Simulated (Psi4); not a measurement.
**One shape, several levels: GaH3O (GaH2(OH))**

We compute a comparison of 3 runs (HF/def2-SVP, B3LYP/6-31G*, PBE0/def2-SVP) of GaH3O (GaH2(OH)). 

Program for the calculation: Psi4 1.11.

4 further runs of the same task are left out: 3 for a known fault of the program, 1 that didn't finish.

### Step 1. The structure to begin with

GaH3O has 5 atoms, charge 0, and is taken as a singlet. SMILES: `[H][Ga]([H])[OH]`. Geometry: a GFN2-xTB relaxation, a rough one for these elements and not checked as a minimum.

Bond lengths: Ga1–O4 1.682 Å, Ga1–H2 1.540 Å, Ga1–H3 1.542 Å, O4–H5 0.950 Å. Angles: Ga1–O4–H5 176.5°, H2–Ga1–O4 116.1°, H3–Ga1–O4 117.9°, H2–Ga1–H3 126.0°.

### Step 2. Energy and forces at HF/def2-SVP (run 1)

job.py reads:

```python
import psi4

psi4.set_memory('1600 MB')
psi4.set_num_threads(1)
psi4.set_output_file('psi4.out', False)

m = psi4.geometry("""
0 1
Ga     0.293780     0.490920    -0.110630
H      1.826770     0.378040    -0.207030
H     -0.531820     1.781830    -0.280820
O     -0.535280    -0.937360     0.210110
H     -1.053450    -1.713430     0.388370
units angstrom
symmetry c1
no_reorient
no_com
""")

psi4.set_options({
    'puream': True,
    'e_convergence': 1e-09,
    'd_convergence': 1e-08,
    'scf_type': 'pk',
})

E = psi4.gradient('hf/def2-SVP')
print('gradient / Eh bohr^-1')
print(E.np.round(6))
for k, v in sorted(psi4.core.scalar_variables().items()):
    print(f'{k:45s} {v:18.10f}')
```

On the command line:

```sh
$ python job.py
```

psi4.out:

```text
[...]
  Running in c1 symmetry.
[...]
  Nuclear repulsion =  113.556993935151965
[...]
  Multiplicity = 1
[...]
  Nalpha       = 21
  Nbeta        = 21
[...]
    Number of basis functions: 61
[...]
   @RHF iter   1: -1998.21270879636540   -3.07509e+00   3.63885e-02 DIIS/ADIIS
[...]
   @RHF iter  11: -1999.54635580249169   -8.64020e-12   8.16345e-09 DIIS
[...]
    Orbital Energies [Eh]
    ---------------------
    Doubly Occupied:
       1A   -378.775781     2A    -48.145545     3A    -42.488186
       4A    -42.484069     5A    -42.483908     6A    -20.514984
       7A     -6.390183     8A     -4.489629     9A     -4.484052
      10A     -4.481754    11A     -1.296151    12A     -1.199671
      13A     -1.197136    14A     -1.194994    15A     -1.194169
      16A     -1.172646    17A     -0.709605    18A     -0.524670
      19A     -0.506927    20A     -0.485066    21A     -0.408050
[...]
  @RHF Final Energy: -1999.54635580249169
   => Energetics <=
    Nuclear Repulsion Energy =            113.5569939351519650
    One-Electron Energy =               -3016.9523439698459697
    Two-Electron Energy =                 903.8489942322022443
    Total Energy =                      -1999.5463558024916892
[...]
  -Total Gradient:
     Atom            X                  Y                   Z
    ------   -----------------  -----------------  -----------------
       1       -0.016145515066    -0.028478226923     0.006388359074
       2       -0.009701642001    -0.000198010898     0.000766518090
       3        0.004765627462    -0.007874113737     0.001051392653
       4        0.031485117274     0.054528647532    -0.012218855966
       5       -0.010403587620    -0.017978295979     0.004012586134
[...]
```

The script printed:

```text
gradient / Eh bohr^-1
[[-0.016146 -0.028478  0.006388]
 [-0.009702 -0.000198  0.000767]
 [ 0.004766 -0.007874  0.001051]
 [ 0.031485  0.054529 -0.012219]
 [-0.010404 -0.017978  0.004013]]
CURRENT ENERGY                                  -1999.5463558025
CURRENT REFERENCE ENERGY                        -1999.5463558025
DD SOLVATION ENERGY                                 0.0000000000
HF KINETIC ENERGY                                1999.3378252660
HF POTENTIAL ENERGY                             -3998.8841810685
HF TOTAL ENERGY                                 -1999.5463558025
HF VIRIAL RATIO                                     2.0001042998
NUCLEAR REPULSION ENERGY                          113.5569939352
ONE-ELECTRON ENERGY                             -3016.9523439698
PCM POLARIZATION ENERGY                             0.0000000000
PE ENERGY                                           0.0000000000
SCF ITERATION ENERGY                            -1999.5463558025
SCF ITERATIONS                                     11.0000000000
SCF TOTAL ENERGY                                -1999.5463558025
TWO-ELECTRON ENERGY                               903.8489942322
```

Wall time 2.3 s (1 thread of Intel Xeon 6975P-C (Granite Rapids), shared host); peak memory 0.23 GiB.

### Step 3. Energy and forces at B3LYP/6-31G(d) (spherical functions) (run 2)

job.json reads:

```json
{
  "schema_name": "qcschema_input",
  "schema_version": 1,
  "molecule": {
    "schema_name": "qcschema_molecule",
    "schema_version": 2,
    "symbols": ["Ga", "H", "H", "O", "H"],
    "geometry": [0.55516374, 0.92770435, -0.2090604, 3.45209499, 0.71439206, -0.39123, -1.00499415, 3.3671707, -0.53067289, -1.0115326, -1.77135368, 0.39705036, -1.99073199, -3.23791343, 0.73391294],
    "molecular_charge": 0,
    "molecular_multiplicity": 1,
    "fix_symmetry": "c1",
    "fix_com": true,
    "fix_orientation": true
  },
  "driver": "gradient",
  "model": {
    "method": "b3lyp",
    "basis": "6-31G*"
  },
  "keywords": {
    "puream": true,
    "e_convergence": 1e-09,
    "d_convergence": 1e-08,
    "scf_type": "pk",
    "dft_radial_points": 99,
    "dft_spherical_points": 590,
    "scf_properties": ["MAYER_INDICES", "MULLIKEN_CHARGES", "LOWDIN_CHARGES"]
  }
}
```

On the command line:

```sh
$ psi4 --qcschema job.json -n 1 --memory 1600MB
```

stdout:

```text
[...]
  Running in c1 symmetry.
[...]
  Nuclear repulsion =  113.556993976569743
[...]
  Multiplicity = 1
[...]
  Nalpha       = 21
  Nbeta        = 21
[...]
    Number of basis functions: 52
[...]
   @RKS iter   1: -1999.71111688932865   -1.51650e+00   5.69365e-02 ADIIS/DIIS
[...]
   @RKS iter  12: -2001.62766984238328   -6.82121e-13   1.86107e-09 DIIS
[...]
  @RKS Final Energy: -2001.62766984238328
   => Energetics <=
    Nuclear Repulsion Energy =            113.5569939765697427
    One-Electron Energy =               -3014.9249603809143991
    Two-Electron Energy =                 968.0312418579710538
    DFT Exchange-Correlation Energy =     -68.2909452960096672
    Empirical Dispersion Energy =           0.0000000000000000
    VV10 Nonlocal Energy =                  0.0000000000000000
    Total Energy =                      -2001.6276698423832840
[...]
  -Total Gradient:
     Atom            X                  Y                   Z
    ------   -----------------  -----------------  -----------------
       1       -0.019286340643    -0.035066297633     0.007822094553
       2       -0.010331142576     0.001389477494     0.000527004042
       3        0.006327245154    -0.008025783185     0.000959197784
       4        0.020258732724     0.040804982908    -0.008929331502
       5        0.003031631922     0.000898984135    -0.000379224574
[...]
```

The result, in JSON:

```text
{
 "driver": "gradient",
 "model": {
  "method": "b3lyp",
  "basis": "6-31G*"
 },
 "success": true,
 "return_result": [-0.019286340642806113, -0.03506629763337021, 0.007822094553330241, -0.010331142576499974, 0.00138947749387946, 0.0005270040423016788, 0.00632724515441082, -0.008025783184877303, 0.0009591977839193983, 0.020258732724387843, 0.04080498290842184, -0.008929331501882356, 0.0030316319224154287, 0.000898984134692471, -0.0003792245738250266],
 "properties": {
  "calcinfo_nbasis": 52,
  "calcinfo_nmo": 52,
  "calcinfo_nalpha": 21,
  "calcinfo_nbeta": 21,
  "calcinfo_natom": 5,
  "nuclear_repulsion_energy": 113.55699397656974,
  "return_energy": -2001.6276698423833,
  "return_gradient": [-0.019286340642806113, -0.03506629763337021, 0.007822094553330241, -0.010331142576499974, 0.00138947749387946, 0.0005270040423016788, 0.00632724515441082, -0.008025783184877303, 0.0009591977839193983, 0.020258732724387843, 0.04080498290842184, -0.008929331501882356, 0.0030316319224154287, 0.000898984134692471, -0.0003792245738250266],
  "scf_one_electron_energy": -3014.9249603809144,
  "scf_two_electron_energy": 968.031241857971,
  "scf_xc_energy": -68.29094529600967,
  "scf_dipole_moment": [-0.20896129084023762, -0.25688071339471996, 0.06145282721128886],
  "scf_total_energy": -2001.6276698423833,
  "scf_total_gradient": [-0.019286340642806113, -0.03506629763337021, 0.007822094553330241, -0.010331142576499974, 0.00138947749387946, 0.0005270040423016788, 0.00632724515441082, -0.008025783184877303, 0.0009591977839193983, 0.020258732724387843, 0.04080498290842184, -0.008929331501882356, 0.0030316319224154287, 0.000898984134692471, -0.0003792245738250266],
  "scf_iterations": 12
 }
}
```

Wall time 6.9 s (1 thread of Intel Xeon 6975P-C (Granite Rapids), shared host); peak memory 0.59 GiB.

### Step 4. Energy and forces at PBE0/def2-SVP (run 3)

gah3o.xyz reads:

```xyz
5
GaH3O
Ga     0.293780     0.490920    -0.110630
H      1.826770     0.378040    -0.207030
H     -0.531820     1.781830    -0.280820
O     -0.535280    -0.937360     0.210110
H     -1.053450    -1.713430     0.388370
```

job.py reads:

```python
import psi4

psi4.set_memory('1600 MB')
psi4.set_num_threads(1)
psi4.core.set_output_file('run.log', False)

with open('gah3o.xyz') as f:
    atoms = ''.join(f.readlines()[2:])
geom = psi4.geometry('0 1\n' + atoms + 'symmetry c1')

psi4.set_options(dict(puream=True, e_convergence=1e-09, d_convergence=1e-08, scf_type='pk', dft_radial_points=99, dft_spherical_points=590))

e_tot, wfn = psi4.gradient("pbe0/def2-SVP", return_wfn=True)
psi4.oeprop(wfn, "MAYER_INDICES", "LOWDIN_CHARGES", "MULLIKEN_CHARGES")
print('gradient / Eh bohr^-1')
print(e_tot.np.round(6))
print(f'energy = {wfn.energy():.10f} Eh')
```

On the command line:

```sh
$ python job.py
```

run.log:

```text
[...]
  Running in c1 symmetry.
[...]
  Nuclear repulsion =  113.556993935151965
[...]
  Multiplicity = 1
[...]
  Nalpha       = 21
  Nbeta        = 21
[...]
    Number of basis functions: 61
[...]
   @RKS iter   1: -1999.51639062176901   -1.73720e+00   4.09233e-02 DIIS/ADIIS
[...]
   @RKS iter  12: -2001.22869903792457    0.00000e+00   2.05705e-09 DIIS
[...]
  @RKS Final Energy: -2001.22869903792457
   => Energetics <=
    Nuclear Repulsion Energy =            113.5569939351519650
    One-Electron Energy =               -3015.8695961658013402
    Two-Electron Energy =                 964.8784650525003599
    DFT Exchange-Correlation Energy =     -63.7945618597757971
    Empirical Dispersion Energy =           0.0000000000000000
    VV10 Nonlocal Energy =                  0.0000000000000000
    Total Energy =                      -2001.2286990379245708
[...]
  -Total Gradient:
     Atom            X                  Y                   Z
    ------   -----------------  -----------------  -----------------
       1       -0.016957876991    -0.030267103157     0.006773427512
       2       -0.008134372373     0.001222416237     0.000390446869
       3        0.005164280165    -0.006058453342     0.000693077858
       4        0.020094293767     0.037957358061    -0.008384040046
       5       -0.000166975331    -0.002853927678     0.000527074180
[...]
```

The script printed:

```text
gradient / Eh bohr^-1
[[-0.016958 -0.030267  0.006773]
 [-0.008134  0.001222  0.00039 ]
 [ 0.005164 -0.006058  0.000693]
 [ 0.020094  0.037957 -0.008384]
 [-0.000167 -0.002854  0.000527]]
energy = -2001.2286990379 Eh
```

It took 8.1 s on 1 thread of Intel Xeon 6975P-C (Granite Rapids), shared host; peak memory 0.66 GiB.

### Step 5. The series

```tsv
run	level	integration grid	properties	energy (Eh)	dipole moment (D)	HOMO energy (eV)	LUMO energy (eV)	wall time
1	HF/def2-SVP	–	–	-1999.546356	0.71	-11.10	2.00	2.3 s
2	B3LYP/6-31G* (spherical functions)	99 radial × 590 angular	(mayer, mulliken, lowdin)	-2001.627670	0.86	-7.33	-1.04	6.9 s
3	PBE0/def2-SVP	99 radial × 590 angular	(mayer, lowdin, mulliken)	-2001.228699	0.90	-7.62	-0.73	8.1 s
```

### Step 6. Summary of results

```
                       quantity           value
            run 3: total energy  -2001.22870 Eh
           run 3: dipole moment          0.90 D
             run 3: HOMO energy        -7.62 eV
             run 3: LUMO energy        -0.73 eV
           run 3: HOMO–LUMO gap         6.88 eV
run 3: largest force on an atom      2.250 eV/Å
```

What this shows: The dipole moment (its size) runs from 0.71 D (HF/def2-SVP) to 0.90 D (PBE0/def2-SVP). The HOMO–LUMO gap runs from 6.29 eV (B3LYP/6-31G*) to 13.11 eV (HF/def2-SVP). The two ends differ in method and basis. Totals of different functionals can't be ranked against each other. All runs together took 17 s, the longest 8.1 s.
